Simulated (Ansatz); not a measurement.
Here is an Ansatz 0.2.0 calculation.

input.yaml

```yaml
crystal:
  lattice:
    - [4.671681, 0.0, 0.0]
    - [0.0, 4.671681, 0.0]
    - [0.0, 0.0, 4.671681]
  atoms:
    - { symbol: In, position: [0.5, 0.5, 0.0] }
    - { symbol: In, position: [0.5, 0.0, 0.5] }
    - { symbol: In, position: [0.0, 0.5, 0.5] }
    - { symbol: As, position: [0.0, 0.0, 0.0] }
kpoints:
  mp_grid: { grid: [4, 4, 4] }
  band_path:
    path:
      - [0.0, 0.0, 0.0]
      - [0.0, 0.5, 0.0]
      - [0.5, 0.5, 0.0]
      - [0.0, 0.0, 0.0]
      - [0.5, 0.5, 0.5]
      - [0.0, 0.5, 0.0]
    npoints: 10
scf:
  occupations: { method: fermi_dirac, width: 0.05 }
hamiltonian:
  xc: pbesol
  pseudopotentials: { kind: all_electron, lapw: { basis_error: 0.002 } }
magnetization:
  noncollinear: true
  spin_orbit: true
output:
  forces: true
  stress: true
  eigenvalues: true
```

Potentials or basis: all-electron LAPW, relativistic spinors.

Launch:

```sh
$ ansatz run input.yaml --threads 2 --pin off --max-ram 8192MiB --backend cpu --events-out ev --progress --plain --runs-dir out
```

Estimate the band gap along the path.

none (metal or under the smearing width).

Estimate the pressure.

-3.1 GPa.

Levels at the corners of the path, in eV from the Fermi level:
```tsv
point	band 82	band 83	band 84	band 85	band 86	band 87	band 88	band 89	band 90	band 91
Γ	-3.13	-2.18	-2.18	-2.18	-2.18	1.78	1.78	1.79	1.79	1.79
X	-1.77	-1.49	-1.49	-0.49	-0.49	-0.25	-0.25	-0.19	-0.19	1.19
M	-1.04	-0.69	-0.69	0.12	0.12	0.21	0.21	1.42	1.42	1.66
Γ	-3.13	-2.18	-2.18	-2.18	-2.18	1.78	1.78	1.79	1.79	1.79
R	-4.24	-4.24	-4.24	-4.24	-4.24	-3.65	-3.65	4.32	4.32	4.44
X	-1.77	-1.49	-1.49	-0.49	-0.49	-0.25	-0.25	-0.19	-0.19	1.19
```

Caveat: the k mesh is thin for a metal, which can move the energy by tens of meV per atom.
